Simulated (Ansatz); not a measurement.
# C2H4FOSb: a ladder of functionals and wavefunction methods

Aim: compute C2H4FOSb with functionals from several rungs and with coupled cluster, and see how far each lands from CCSD(T) at the basis-set limit for the atomisation energy.

Computed with Ansatz 0.2.0, Gaussian basis. Level: functionals in def2-TZVPP, the program's frozen cores in correlated methods.

Levels to be run: LDA (SPW92), PBE-D4, revPBE-D4, BLYP-D4, r2SCAN-D4, B97M-V, PBE0-D4, B3LYP-D4, r2SCANh-D4, r2SCAN0-D4, HSE06-D4, BHLYP-D4, CAM-B3LYP-D4, LC-ωPBE, ωB97X-V, ωB97M-V, B2PLYP, PBE-QIDH; CCSD(T)/def2-SVP; CCSD(T)/def2-TZVPP; MP2/def2-QZVPP; extrapolation to the limit; RPA on PBE.

## Step 1: Structure used throughout

The geometry comes from an earlier relaxation with PBE0-D4 in a triple-zeta def2 set; it is a stationary point, not always the lowest conformer. Sb takes the def2 core potential; no spin-orbit term is included.

SMILES `C=C[O][SbH][F]`, 9 atoms, charge 0, spin multiplicity 1.

Atoms are counted from 1 here; the program's logs count them from 0.

Bond lengths: C1–C2 1.324 Å, C1–H6 1.083 Å, C1–H7 1.081 Å, C2–O3 1.357 Å, C2–H8 1.090 Å, O3–Sb4 1.950 Å, Sb4–F5 1.914 Å, Sb4–H9 1.727 Å. Angles: C2–C1–H6 121.5°, C2–C1–H7 119.6°, H6–C1–H7 119.0°, C1–C2–O3 122.3°, C1–C2–H8 121.7°, O3–C2–H8 116.0°, C2–O3–Sb4 123.6°, O3–Sb4–F5 97.1°, O3–Sb4–H9 94.0°, F5–Sb4–H9 91.4°.

Coordinates:

```xyz
9

C    -1.6179   -0.2556    0.8370
C    -0.4973   -0.1762    0.1359
O     0.7218   -0.0813    0.7239
Sb    2.3854    0.1319   -0.2702
F     1.9656    1.8166   -1.0755
H    -1.6101   -0.2340    1.9195
H    -2.5648   -0.3393    0.3219
H    -0.5025   -0.1855   -0.9537
H     1.8083   -0.7229   -1.6558
```

## Step 2: LDA

This LDA is Slater exchange with PW92 correlation.

in.yaml reads:

```yaml
crystal:
  periodic: [false, false, false]
  atoms:
    - {symbol: C, position_ang: [-1.617947, -0.255641, 0.837041]}
    - {symbol: C, position_ang: [-0.497316, -0.176206, 0.135867]}
    - {symbol: O, position_ang: [0.721801, -0.081274, 0.723865]}
    - {symbol: Sb, position_ang: [2.385449, 0.131916, -0.270173]}
    - {symbol: F, position_ang: [1.965580, 1.816638, -1.075534]}
    - {symbol: H, position_ang: [-1.610091, -0.234000, 1.919534]}
    - {symbol: H, position_ang: [-2.564769, -0.339298, 0.321872]}
    - {symbol: H, position_ang: [-0.502473, -0.185480, -0.953728]}
    - {symbol: H, position_ang: [1.808265, -0.722856, -1.655844]}
basis:
  gaussian: {orbitals: def2-TZVPP}
hamiltonian: {xc: lda}
output: {orbitals: {seedname: orbitals}}
```

After this run come: PBE-D4 (GGA); revPBE-D4 (GGA); BLYP-D4 (GGA); r2SCAN-D4 (meta-GGA); B97M-V (meta-GGA); PBE0-D4 (hybrid); B3LYP-D4 (hybrid); r2SCANh-D4 (hybrid); r2SCAN0-D4 (hybrid); HSE06-D4 (hybrid); BHLYP-D4 (hybrid); CAM-B3LYP-D4 (range-separated); LC-ωPBE (range-separated); ωB97X-V (range-separated); ωB97M-V (range-separated); B2PLYP (double hybrid); PBE-QIDH (double hybrid); CCSD(T) in def2-SVP; CCSD(T) in def2-TZVPP; MP2 in def2-QZVPP; RPA on PBE orbitals.

Q: Predict the results of all the runs planned. Wanted: atomisation energy, CCSD(T)/CBS; farthest beyond LDA; mean size of error, GGA; mean size of error, meta-GGA; mean size of error, hybrid; mean size of error, range-separated; mean size of error, double hybrid; gap, smallest and largest; T1 diagnostic.

The runs gave:

```
                               quantity                                                                                      value
        atomisation energy, CCSD(T)/CBS                                                                             793.3 kcal/mol
functionals within 7.9 kcal/mol (1.0 %)  revPBE-D4, r2SCAN-D4, B97M-V, PBE0-D4, B3LYP-D4, HSE06-D4, CAM-B3LYP-D4, ωB97X-V, ωB97M-V
                    farthest beyond LDA                                                                  BHLYP-D4 (-37.3 kcal/mol)
                mean size of error, GGA                                                                              12.3 kcal/mol
           mean size of error, meta-GGA                                                                               3.4 kcal/mol
             mean size of error, hybrid                                                                              13.3 kcal/mol
    mean size of error, range-separated                                                                               4.2 kcal/mol
      mean size of error, double hybrid                                                                              13.4 kcal/mol
              gap, smallest and largest                                                      3.36 eV (BLYP-D4), 10.16 eV (LC-ωPBE)
                          T1 diagnostic                                                                                     0.0150
triples share of the correlation energy                                                                                      3.6 %
```

In words: The LDA atomisation energy is off by 139.4 kcal/mol (18 %): it overbinds. PBE-D4 is off by +25.7 kcal/mol. Double hybrids carry the basis error of their MP2 part in triple zeta, and no dispersion term here, so their miss is partly the set-up's. The rungs meta-GGA, range-separated miss on average by less than the doubt on the reference (7.9 kcal/mol), so they tie. The reference freezes the cores and leaves out spin-orbit coupling and excitations past (T), and its outer-core shells are covered unevenly, so misses under about 7.9 kcal/mol can't be ranked. All levels share the lack of spin-orbit coupling, which lowers the free heavy atoms and so the true binding. Hartree-Fock recovers 67 % of the binding; the rest is correlation. CCSD(T) in def2-SVP is off by -64.2 kcal/mol, so the small basis spoils what the method gains. Orbital gaps span 3.4 to 10.2 eV; exact exchange widens them. Correlated methods include outer-core shells of Sb, which these sets cover unevenly.
